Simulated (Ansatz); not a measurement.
# AlClF2H2: the cost of one run

Method: PBE0-D4/def2-SVP; program: Ansatz 0.2.0, Gaussian basis.

22 further runs of the same task are left out: 22 set aside as unsound or not needed.

### Step 1. Where the work starts

The first end: 6 atoms, charge 0, spin multiplicity 1.

Atoms are counted from 1 here; the program's logs count them from 0.

Bond lengths: Al1–Cl2 2.072 Å, Al1–F3 1.636 Å, Al1–F4 1.636 Å, H5–H6 0.758 Å. Angles: Cl2–Al1–F3 120.1°, Cl2–Al1–F4 120.1°, F3–Al1–F4 118.6°.

Coordinates:

```xyz
6

Al    0.0636   -0.1821   -0.6280
Cl    0.6968    1.7263   -1.1289
F     1.1607   -1.3597   -0.3349
F    -1.5047   -0.6037   -0.8244
H    -0.0967    0.5669    1.3996
H    -0.3196   -0.1477    1.5165
```

The second end:

```
atom     x (Å)     y (Å)     z (Å)
 Al1  -0.11841  -0.77489   0.10267
 Cl2   0.89933   1.57488   0.23797
  F3   1.03773  -1.47453  -0.84034
  F4  -1.39868  -0.07447  -0.69242
  H5  -0.15410   1.93331  -0.41272
  H6  -0.26587  -1.18430   1.60484
```

### Step 2. The band at PBE0-D4/def2-SVP

Contents of neb/in.yaml:

```yaml
crystal:
  periodic: [false, false, false]
  atoms:
    - {symbol: Al, position_ang: [0.063629, -0.182078, -0.627954]}
    - {symbol: Cl, position_ang: [0.696755, 1.726288, -1.128859]}
    - {symbol: F, position_ang: [1.160686, -1.359684, -0.334859]}
    - {symbol: F, position_ang: [-1.504724, -0.603713, -0.824393]}
    - {symbol: H, position_ang: [-0.096736, 0.566907, 1.399589]}
    - {symbol: H, position_ang: [-0.319611, -0.147719, 1.516477]}
basis:
  gaussian: {orbitals: def2-SVP}
hamiltonian: {xc: pbe0, dispersion: d4}
neb:
  images: 5
  climbing: true
  max_iterations: 40
  initial_path: idpp
  final_atoms:
    - {symbol: Al, position_ang: [-0.118406, -0.774890, 0.102666]}
    - {symbol: Cl, position_ang: [0.899328, 1.574882, 0.237971]}
    - {symbol: F, position_ang: [1.037728, -1.474534, -0.840342]}
    - {symbol: F, position_ang: [-1.398681, -0.074472, -0.692419]}
    - {symbol: H, position_ang: [-0.154102, 1.933311, -0.412717]}
    - {symbol: H, position_ang: [-0.265867, -1.184297, 1.604841]}
```

Started as:

```
> ansatz run in.yaml --threads 2 --pin off --events-out ev --progress --plain --max-ram 4352MiB
```

**Question.** How long does this run take on 2 threads of Intel Xeon Platinum 8488C, shared host?

About 2.4 min.
